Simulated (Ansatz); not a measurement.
MoI:

```
Mo I
1.0
     0.00000    3.17885    3.17885
     3.17885    0.00000    3.17885
     3.17885    3.17885    0.00000
Mo I
1 1
Cartesian
  0.0000 0.0000 0.0000
  4.7683 4.7683 4.7683
```

The cell was built by a generator and needn't be a form met in nature.

Program: Ansatz 0.2.0. Alike in all runs: task band structure; potentials or basis Ansatz PAW; no spin polarisation; cell as given; k mesh 7 × 7 × 7; cutoff (eV) 420; smearing fermi-dirac 0.05 eV.

Order these runs on this cell by their pressure, lowest first.
A. level PBE
B. level BLYP
C. level RPBE
D. level PBEsol

D (-10.2 GPa), A (-7.4 GPa), C (-5.8 GPa), B (-3.4 GPa).

Caveats: an odd number of electrons without spin polarisation forces a metal; a magnetic or distorted state may lie lower; the PAW data sets come from PBE, with cores solved anew for the run's functional, which leaves a small shift of forces and pressure (some runs); the potentials were made for another functional, which shifts forces and pressure (some runs).

Not every run made on this cell is shown here.
